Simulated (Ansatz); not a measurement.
Consider a convergence test of the plane-wave cutoff of SnSe, space group Fm-3m (the Python package of Ansatz (0.2.0)).

`ecut_snse.py`
```python
# -*- coding: utf-8 -*-
"""Convergence of SnSe with the plane-wave cutoff."""

import warnings

import ansatz as az
from tabulate import tabulate

warnings.simplefilter("ignore", az.DeckWarning)

lattice = az.Lattice.of(
    (0.0, 3.01, 3.01),
    (3.01, 0.0, 3.01),
    (3.01, 3.01, 0.0),
)
sites = [
    ("Sn", (0.0, 0.0, 0.0)),
    ("Se", (0.5, 0.5, 0.5)),
]
xtal = az.Crystal(lattice=lattice)
for symbol, position in sites:
    xtal = xtal.atom(symbol, position)

setup = xtal.calculation().occupations("fixed").functional("lda").kpoints(mesh=(6, 6, 6))

rows = []
for value in [300, 400, 500, 600]:
    r = setup.basis(value).run(threads=1, pin="off").report
    rows.append((value, r["free_energy_ev"] / len(r["lattice"]["sites"]), r["n_iterations"], r["n_pw"]))

print(tabulate(rows, headers=["cutoff (eV)", "F/atom (eV)", "iterations", "plane waves"], floatfmt=".4f", tablefmt="github"))

# differences from the last row
for row in rows[:-1]:
    shift = 1000 * (row[1] - rows[-1][1])
    print(f"{row[0]}: {shift:+.2f} meV/atom" + ("  (within 5 meV)" if abs(shift) < 5 else ""))
```

From which cutoff on is the energy per atom within 5 meV of the last row, and how does it get there?

From 400 eV on it stays within 5 meV an atom of the value at 600 eV; the first row (300 eV) is off by 29.5 meV and the last but one by 0.25 meV. The energy falls steadily, as expected when plane waves are added.

What the script printed:

```console
$ python ecut_snse.py
|   cutoff (eV) |   F/atom (eV) |   iterations |   plane waves |
|---------------|---------------|--------------|---------------|
|           300 |    -5631.7913 |            7 |           645 |
|           400 |    -5631.8195 |            6 |           965 |
|           500 |    -5631.8206 |            6 |          1411 |
|           600 |    -5631.8209 |            6 |          1837 |
300: +29.53 meV/atom
400: +1.39 meV/atom  (within 5 meV)
500: +0.25 meV/atom  (within 5 meV)
```

Caveats:
- The structure is a deposited one; some such entries were measured under pressure or heat, so a shift against it needn't be the functional's error alone.
- Shifts are counted from the last row, which is itself no proven limit.
- The script silences the warnings on its input, which a real study should read.
- Processor time in the engine: 2.2 s on 1 thread of Intel(R) Xeon(R) Processor @ 2.30GHz, on a shared host, peak memory 0.51 GiB.
